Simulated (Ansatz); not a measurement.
# CH4Cl2FNOW: basis-set convergence

One table from this session's results is given with a row withheld; the runs are named, their logs left out.

The runs use Ansatz 0.2.0, Gaussian basis; one geometry, several basis sets.

The runs, in order: PBE0-D4/def2-SVP; ωB97M-V/def2-SVP; PBE0-D4/def2-QZVPP; ωB97M-V/def2-QZVPP; the functionals' def2-TZVPP values are taken from earlier runs.

### The relaxed structure

An earlier PBE0-D4 in a triple-zeta def2 set relaxation fixed the geometry. W takes the def2 core potential; no spin-orbit term is included.

SMILES `C[N]=[W]([OH])([F])([Cl])[Cl]`, 11 atoms, charge 0, spin multiplicity 1.

Atoms are counted from 1 here; the program's logs count them from 0.

Bond lengths: C1–N2 1.407 Å, C1–H8 1.095 Å, C1–H9 1.097 Å, C1–H10 1.095 Å, N2–W3 1.738 Å, W3–O4 1.862 Å, W3–F5 1.857 Å, W3–Cl6 2.374 Å, W3–Cl7 2.294 Å, O4–H11 0.962 Å. Angles: N2–C1–H8 110.7°, N2–C1–H9 109.3°, N2–C1–H10 110.9°, H8–C1–H9 108.7°, H8–C1–H10 108.7°, H9–C1–H10 108.5°, C1–N2–W3 169.3°, N2–W3–O4 98.3°, N2–W3–F5 94.2°, N2–W3–Cl6 172.8°, N2–W3–Cl7 89.4°, O4–W3–F5 117.3°, O4–W3–Cl6 88.5°, O4–W3–Cl7 115.3°, F5–W3–Cl6 84.7°, F5–W3–Cl7 126.1°, Cl6–W3–Cl7 85.6°, W3–O4–H11 118.2°.

Coordinates:

```xyz
11
CH4Cl2FNOW
C     1.0139   -1.6188   -0.4392
N     0.2281   -0.4680   -0.2469
W    -0.4586    1.1034    0.0368
O    -1.9019    0.5788    1.0899
F    -0.7911    1.4336   -1.7598
Cl   -1.1310    3.3592    0.3475
Cl    1.4335    1.6941    1.1912
H     1.1642   -1.8105   -1.5064
H     1.9926   -1.4727    0.0341
H     0.5381   -2.4960    0.0115
H    -2.0223   -0.3600    1.2619
```

The first run:

in.yaml

```yaml
crystal:
  periodic: [false, false, false]
  atoms:
    - {symbol: C, position_ang: [1.013897, -1.618806, -0.439159]}
    - {symbol: N, position_ang: [0.228060, -0.468003, -0.246917]}
    - {symbol: W, position_ang: [-0.458588, 1.103382, 0.036791]}
    - {symbol: O, position_ang: [-1.901932, 0.578756, 1.089910]}
    - {symbol: F, position_ang: [-0.791138, 1.433577, -1.759826]}
    - {symbol: Cl, position_ang: [-1.130998, 3.359165, 0.347508]}
    - {symbol: Cl, position_ang: [1.433486, 1.694141, 1.191186]}
    - {symbol: H, position_ang: [1.164217, -1.810529, -1.506391]}
    - {symbol: H, position_ang: [1.992592, -1.472697, 0.034064]}
    - {symbol: H, position_ang: [0.538080, -2.496017, 0.011493]}
    - {symbol: H, position_ang: [-2.022276, -0.359968, 1.261940]}
basis:
  gaussian: {orbitals: def2-SVP}
hamiltonian: {xc: pbe0, dispersion: d4}
output: {orbitals: {seedname: orbitals}}
```

On the command line:

```
$ ansatz run in.yaml --threads 2 --pin off --events-out ev --progress --plain --max-ram 32768MiB --backend cpu
```

Among the steps run: PBE0-D4 in def2-SVP; ωB97M-V in def2-SVP; PBE0-D4 in def2-QZVPP; ωB97M-V in def2-QZVPP.

One table of the session follows, with a row left open; its other results are not shown here.

It belongs to the step «Functionals by basis». 

```
functional       basis  HOMO (eV)  LUMO (eV)
   PBE0-D4    def2-SVP          ?          ?
   PBE0-D4  def2-TZVPP      -8.11      -2.41
   PBE0-D4  def2-QZVPP      -8.15      -2.45
   ωB97M-V    def2-SVP     -10.11      -0.37
   ωB97M-V  def2-TZVPP     -10.32      -0.42
   ωB97M-V  def2-QZVPP     -10.36      -0.49
```

Estimate the missing values for PBE0-D4, def2-SVP.

As computed: HOMO (eV): -7.97; LUMO (eV): -2.39. In the column «HOMO (eV)» it is the highest.
